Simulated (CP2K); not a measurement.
# InSiH5S2O (SMILES [SiH3][O][In]([SH])[SH]): a first try and a second

Aim: a single-point energy of InSiH5S2O at GFN1-xTB.

The calculation is run with CP2K 2026.2.

1 further run of the same task is left out (set aside as unsound or not needed).

### 1 The molecule

InSiH5S2O has 10 atoms, charge 0, and is taken as a singlet. SMILES: `[SiH3][O][In]([SH])[SH]`. The shape comes from GFN2-xTB, which is rough for such elements, and wasn't checked as a minimum. This is one conformer, not always the lowest.

Bond lengths: Si1–O2 1.611 Å, O2–In3 1.977 Å, In3–S4 2.424 Å, In3–S5 2.415 Å, Si1–H6 1.467 Å, Si1–H7 1.462 Å, Si1–H8 1.476 Å, S4–H9 1.330 Å, S5–H10 1.327 Å. Some angles: Si1–O2–In3 146.0°, O2–In3–S4 114.4°, O2–In3–S5 107.4°, S4–In3–S5 138.2°, O2–Si1–H6 108.5°, O2–Si1–H7 104.3°, O2–Si1–H8 110.3°, In3–S4–H9 90.7°, In3–S5–H10 89.1°, H6–Si1–H7 113.1°.

### 2 Try one

File mol.inp:

```
&FORCE_EVAL
   METHOD QUICKSTEP
   &DFT
      ! Quickstep
      &QS
         METHOD XTB
         EPS_DEFAULT 1.0E-10
         &XTB
            GFN_TYPE 1
            CHECK_ATOMIC_CHARGES F
         &END
      &END
      ! no periodic images
      &POISSON
         PERIODIC NONE
         POISSON_SOLVER ANALYTIC
      &END
      ! self-consistent field
      &SCF
         SCF_GUESS ATOMIC
         EPS_SCF 1.0E-06
         MAX_SCF 150
         ADDED_MOS 4
         &DIAGONALIZATION
            ALGORITHM STANDARD
         &END
         &MIXING
            METHOD DIRECT_P_MIXING
            ALPHA 0.4
         &END
      &END
      ! extra output
      &PRINT
         &MOMENTS
            PERIODIC F
            REFERENCE COM
            MAX_MOMENT 1
         &END
         &MO ON
            ENERGIES T
            OCCUPATION_NUMBERS T
            NDIGITS 6
            &EACH
               QS_SCF 0
            &END
            ADD_LAST NUMERIC
         &END
         &HIRSHFELD OFF
         &END
      &END
   &END
   ! atoms, cell and kinds
   &SUBSYS
      ! vacuum box
      &CELL
         ABC 20.7 21.6 19.1
         PERIODIC NONE
      &END
      &COORD
         UNIT bohr
         Si     0.6861029    -3.3250865     0.7273745
         O      0.8127334    -0.5799758    -0.5820545
         In    -0.5315233     2.9060964    -0.6029927
         S     -4.7808748     3.3024098     1.0595505
         S      2.6341081     5.5787361    -2.5150176
         H      2.3167664    -3.3062270     2.9687975
         H      1.5659405    -5.0573417    -1.2366179
         H     -1.9303552    -3.9125079     1.4932238
         H     -4.8698809     0.8308937     1.5022189
         H      4.0969829     3.5630219    -2.8144825
      &END
      &TOPOLOGY
         &CENTER_COORDINATES
         &END
      &END
   &END
&END

&GLOBAL
   PROJECT_NAME mol
   RUN_TYPE FREQ
   PRINT_LEVEL MEDIUM
&END
```

Launch:

```sh
$ OMP_NUM_THREADS=1 cp2k.psmp -i mol.inp > mol.out 2>&1
```

What it wrote:

```text
*******************************************************************************
 *   ___                                                                       *
 *  /   \                                                                      *
 * [ABORT]                                                                     *
 *  \___/                   invalid value for enumeration:FREQ                 *
 *    |                                                                        *
 *  O/|                                                                        *
 * /| |                                                                        *
 * / \                                     input/input_enumeration_types.F:215 *
 *******************************************************************************

 ===== Routine Calling Stack =====

            4 val_create_parsing
            3 section_vals_parse
            2 section_vals_parse
            1 read_input
```

It took 0.93 s on 1 thread of Intel Xeon 6975P-C (Granite Rapids), shared host; peak memory 0.16 GiB.

### 3 Reading the log

The program refused the input.

The telling line is `\___/                   invalid value for enumeration:FREQ`. The fault: unknown run type.

### 4 The mended input

File qs.inp:

```
&GLOBAL
   PROJECT_NAME qs
   RUN_TYPE ENERGY
   PRINT_LEVEL MEDIUM
&END

&FORCE_EVAL
   METHOD QS
   &DFT
      CHARGE 0
      MULTIPLICITY 1
      &QS
         METHOD XTB
         EPS_DEFAULT 1.0E-10
         &XTB
            GFN_TYPE 1
            CHECK_ATOMIC_CHARGES F
         &END
      &END
      ! no periodic images
      &POISSON
         PERIODIC NONE
         POISSON_SOLVER ANALYTIC
      &END
      ! SCF settings
      &SCF
         SCF_GUESS ATOMIC
         EPS_SCF 1.0E-06
         MAX_SCF 150
         ADDED_MOS 4
         &DIAGONALIZATION
            ALGORITHM STANDARD
         &END
         &MIXING
            METHOD DIRECT_P_MIXING
            ALPHA 0.4
         &END
      &END
      &PRINT
         &MOMENTS
            PERIODIC F
            REFERENCE COM
            MAX_MOMENT 1
         &END
         &MO ON
            ENERGIES T
            OCCUPATION_NUMBERS T
            NDIGITS 6
            &EACH
               QS_SCF 0
            &END
            ADD_LAST NUMERIC
         &END
         &HIRSHFELD OFF
         &END
      &END
   &END
   &SUBSYS
      ! vacuum box
      &CELL
         ABC [angstrom] 20.7 21.6 19.1
         PERIODIC NONE
      &END
      &COORD
         UNIT bohr
         Si     0.6861029    -3.3250865     0.7273745
         O      0.8127334    -0.5799758    -0.5820545
         In    -0.5315233     2.9060964    -0.6029927
         S     -4.7808748     3.3024098     1.0595505
         S      2.6341081     5.5787361    -2.5150176
         H      2.3167664    -3.3062270     2.9687975
         H      1.5659405    -5.0573417    -1.2366179
         H     -1.9303552    -3.9125079     1.4932238
         H     -4.8698809     0.8308937     1.5022189
         H      4.0969829     3.5630219    -2.8144825
      &END
      &TOPOLOGY
         &CENTER_COORDINATES
         &END
      &END
   &END
&END
```

Launch:

```sh
$ OMP_NUM_THREADS=1 cp2k.psmp -i qs.inp -o qs.out
```

What it wrote:

```text
CP2K| version string:                                       CP2K version 2026.2
[...]
 GLOBAL| Method name                                                        CP2K
[...]
 GLOBAL| Run type                                                         ENERGY
[...]
                             - Atoms:                                         10
[...]
                             - Spherical basis functions:                     50
[...]
 Number of electrons:                                                         30
[...]
     1 P_Mix/Diag. 0.40E+00    0.0     0.97447922       -18.1586809398 -1.82E+01
[...]
    19 DIIS/Diag.  0.15E-06    0.0     0.00000026       -18.3316636997 -1.42E-12
  *** SCF run converged in    19 steps ***
[...]
 TB_DIPOLE| Moment [Debye]         -0.72999937       2.05379272      -0.12163945
 TB_DIPOLE| Derivative [a.u.]       0.00000000       0.00000000       0.00000000
[...]
 ENERGY| Total FORCE_EVAL ( QS ) energy [hartree]            -18.331663699734911
[...]
```

It took 1.1 s on 1 thread of Intel Xeon 6975P-C (Granite Rapids), shared host; peak memory 0.19 GiB.

### 5 Outcome

At GFN1-xTB:

```
                                 quantity          value
                             total energy   -18.33166 Eh
dipole moment (from atomic charges alone)         2.18 D
                              HOMO energy      -11.27 eV
                              LUMO energy       -7.36 eV
                            HOMO–LUMO gap        3.91 eV
                        dispersion energy  -11.06 kJ/mol
```

The dipole comes from point charges on the atoms alone, without atomic dipoles, so it is partial.
